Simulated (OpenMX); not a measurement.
Wanted: the native input for an OpenMX 3.8.5 run.

```
Task                : single point
Functional          : PBE
Potentials or basis : OpenMX 2013 PBE set, Co6.0H-s3p2d2, grid cutoff 500 Ry
k mesh              : 9 × 9 × 1
Occupations         : fermi-dirac, width 0.05 eV
Spin                : no spin polarisation
Mixing scheme       : rmm-diisk
SCF threshold       : 1e-08 Ha
Solver              : band
Max SCF cycles      : 100
```

The system is Co, a sheet with vacuum.

```
Co
1.0
     2.34715    0.00000    0.00000
    -1.17358    2.03269    0.00000
     0.00000    0.00000   23.80000
Co
1
Cartesian
  0.0000 0.0000 7.0001
```

The cell was built by a generator and needn't be a form met in nature.

These files were run (other wordings do the same):

Co.dat

```
System.CurrrentDirectory             ./
System.Name                          Co
DATA.PATH                            ./DFT_DATA13
level.of.stdout                      1
level.of.fileout                     1
Species.Number                       1
<Definition.of.Atomic.Species
  Co  Co6.0H-s3p2d2          Co_PBE13H
Definition.of.Atomic.Species>

Atoms.Number                         1
Atoms.SpeciesAndCoordinates.Unit     FRAC
<Atoms.SpeciesAndCoordinates
    1  Co    0.0000000000    0.0000000000    0.2941200000   8.500  8.500
Atoms.SpeciesAndCoordinates>

Atoms.UnitVectors.Unit               Ang
<Atoms.UnitVectors
     2.3471500000    0.0000000000    0.0000000000
    -1.1735800000    2.0326900000    0.0000000000
     0.0000000000    0.0000000000   23.8000000000
Atoms.UnitVectors>

scf.XcType                           GGA-PBE
scf.SpinPolarization                 off
scf.ElectronicTemperature            580.226
scf.energycutoff                     500.0
scf.maxIter                          100
scf.EigenvalueSolver                 band
scf.Kgrid                            9 9 1
scf.Mixing.Type                      rmm-diisk
scf.Init.Mixing.Weight               0.05
scf.Min.Mixing.Weight                0.001
scf.Max.Mixing.Weight                0.3
scf.Mixing.History                   25
scf.Mixing.StartPulay                8
scf.criterion                        1.0e-8
MD.Type                              nomd
```

Potentials or basis: OpenMX 2013 PBE set, Co6.0H-s3p2d2, grid cutoff 500 Ry.

Launch:

```sh
$ openmx Co.dat -nt 1 > Co.std
```

It gave:

The band gap on the k mesh is none (metal or under the smearing width).

Caveat: no basis functions reach into the vacuum, so the work function isn't listed; the basis of atomic orbitals isn't converged, which shifts pressures, moduli and gaps; the run has no spin polarisation, though such a crystal can be magnetic.

It took 12 s on 1 thread of Arm Neoverse V2, with other jobs on the host, peak memory 0.57 GiB.
